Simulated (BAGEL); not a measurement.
# GeClF (SMILES [F][Ge][Cl]): HF/6-31G(d) (density fitting with qzvpp-jkfit, spherical functions)

What is the vertical singlet–triplet gap of GeClF at HF/6-31G* (density fitting with qzvpp-jkfit, spherical functions)? 

Program for the calculation: BAGEL 1.2.2.

5 further runs of the same task are left out: 2 that didn't finish, 3 set aside as unsound or not needed. Runs told in other sessions of the task aren't counted.

## Step 1: The system as given

GeClF: 3 atoms, total charge 0, spin state singlet. As SMILES, `[F][Ge][Cl]`. Geometry: relaxed at PBE0-D4/def2-TZVP.

Bond lengths: F1–Ge2 1.748 Å, Ge2–Cl3 2.180 Å. Angles: F1–Ge2–Cl3 98.3°.

## Step 2: The energy at HF/6-31G(d) (density fitting with qzvpp-jkfit, spherical functions)

input.json reads:

```json
{ "bagel": [

{
  "title": "molecule",
  "basis": "6-31gs.json",
  "df_basis": "qzvpp-jkfit",
  "angstrom": true,
  "geometry": [
    { "atom": "F", "xyz": [       0.110400,       1.418700,       0.206200 ] },
    { "atom": "Ge", "xyz": [      -0.762800,       0.035600,      -0.410300 ] },
    { "atom": "Cl", "xyz": [       0.641600,      -1.519100,       0.191000 ] }
  ]
},

{
  "title": "hf"
},

{
  "title": "print",
  "file": "orbitals.molden",
  "orbitals": true
}

]}
```

The basis set 6-31G* is read from a file made from the Basis Set Exchange's data (not shown).

On the command line:

```bash
$ BAGEL_NUM_THREADS=1 BAGEL input.json > input.out
```

The program printed:

```text
* using 1 threads per process

  ===============================================================
  ===============================================================

  *** Geometry ***

  { "atom" : "F", "xyz" : [      0.208626,      2.680954,      0.389662 ] },
  { "atom" : "Ge", "xyz" : [     -1.441483,      0.067274,     -0.775355 ] },
  { "atom" : "Cl", "xyz" : [      1.212448,     -2.870683,      0.360938 ] },

  Number of auxiliary basis functions:      471

  Since a DF basis is specified, we compute 2- and 3-index integrals:
    o Being stored without compression. Storage requirement is 0.015 GB

  Number of basis functions:       64
  Number of electrons      :       58

    * METHOD: MOLECULE                             0.18

  *** RHF ***

  === Nuclear Repulsion ===
   246.3773519347

      * DIIS with orbital gradients will be used.

  === RHF iteration (6-31gs.json) ===
      0      -2633.91041685          0.01979787           0.05
      1      -2633.99681874          0.01576184           0.04
      2      -2634.07225057          0.00108518           0.04
      3      -2634.07337166          0.00042716           0.04
      4      -2634.07358415          0.00012329           0.05
      5      -2634.07360601          0.00003040           0.05
      6      -2634.07360699          0.00001007           0.04
      7      -2634.07360706          0.00000497           0.04
      8      -2634.07360707          0.00000159           0.05
      9      -2634.07360707          0.00000038           0.04
     10      -2634.07360707          0.00000014           0.04
     11      -2634.07360707          0.00000006           0.04
     12      -2634.07360707          0.00000002           0.04
     13      -2634.07360707          0.00000001           0.04
    * SCF iteration converged.

    * Permanent dipole moment:
           (    0.909509,    -0.020835,     0.491226) a.u.

    * METHOD: HF                                   0.79

    * METHOD: PRINT                                0.01

  ===============================================================
```

Wall time 1.1 s (1 thread of Arm Neoverse V2, shared host).

## Step 3: The triplet

Edit input.json of step 2 so:

```diff
@@ -14,11 +14,5 @@
 
-{
-  "title": "hf"
-},
+{ "title": "uhf", "nopen": 2 },
 
-{
-  "title": "print",
-  "file": "orbitals.molden",
-  "orbitals": true
-}
+{ "title": "print", "file": "orbitals.molden", "orbitals": true }
```

The basis set 6-31G* is read from a file made from the Basis Set Exchange's data (not shown).

On the command line:

```bash
$ BAGEL_NUM_THREADS=1 BAGEL input.json > input.out
```

The program printed:

```text
* using 1 threads per process

  ===============================================================
  ===============================================================

  *** Geometry ***

  { "atom" : "F", "xyz" : [      0.208626,      2.680954,      0.389662 ] },
  { "atom" : "Ge", "xyz" : [     -1.441483,      0.067274,     -0.775355 ] },
  { "atom" : "Cl", "xyz" : [      1.212448,     -2.870683,      0.360938 ] },

  Number of auxiliary basis functions:      471

  Since a DF basis is specified, we compute 2- and 3-index integrals:
    o Being stored without compression. Storage requirement is 0.015 GB

  Number of basis functions:       64
  Number of electrons      :       58

    * METHOD: MOLECULE                             0.18

  *** Open-shell HF ***

  === Nuclear Repulsion ===
   246.3773519347

      * DIIS with orbital gradients will be used.

  === UHF iteration (6-31gs.json) ===
      0      -2633.81593155          0.03702364           0.09
      1      -2633.90597538          0.02969677           0.09
      2      -2633.94743232          0.02033454           0.09
      3      -2633.98074303          0.00114638           0.09
      4      -2633.98157801          0.00058672           0.09
      5      -2633.98184273          0.00026459           0.09
      6      -2633.98193824          0.00012339           0.09
      7      -2633.98196692          0.00005721           0.09
      8      -2633.98197868          0.00002518           0.09
      9      -2633.98198155          0.00001215           0.09
     10      -2633.98198212          0.00000729           0.09
     11      -2633.98198223          0.00000265           0.09
     12      -2633.98198224          0.00000122           0.09
     13      -2633.98198225          0.00000060           0.09
     14      -2633.98198225          0.00000032           0.09
     15      -2633.98198225          0.00000014           0.09
     16      -2633.98198225          0.00000007           0.09
     17      -2633.98198225          0.00000005           0.09
     18      -2633.98198225          0.00000004           0.09
     19      -2633.98198225          0.00000002           0.09
     20      -2633.98198225          0.00000001           0.09
     21      -2633.98198225          0.00000001           0.09
    * SCF iteration converged.

    * S^2 (UHF) is 2.0095

    * Permanent dipole moment:
           (    1.102716,     0.151773,     0.613857) a.u.

    * METHOD: UHF                                  2.11

    * METHOD: PRINT                                0.01

  ===============================================================
```

Run time: 2.4 s. Hardware: 1 thread of Arm Neoverse V2, shared host.

## Step 4: Summary of results

Level: HF/6-31G* (density fitting with qzvpp-jkfit, spherical functions).

```
                                        quantity           value
                           singlet: total energy  -2634.07361 Eh
                          singlet: dipole moment          2.63 D
                            singlet: HOMO energy       -10.99 eV
                            singlet: LUMO energy         0.15 eV
                          singlet: HOMO–LUMO gap        11.15 eV
                           triplet: total energy  -2633.98198 Eh
                          triplet: dipole moment          3.23 D
                                   triplet: ⟨S²⟩           2.010
vertical energy of the triplet above the singlet        2.493 eV
```

In words: At this shape the triplet lies 2.49 eV (241 kJ/mol) above the singlet.
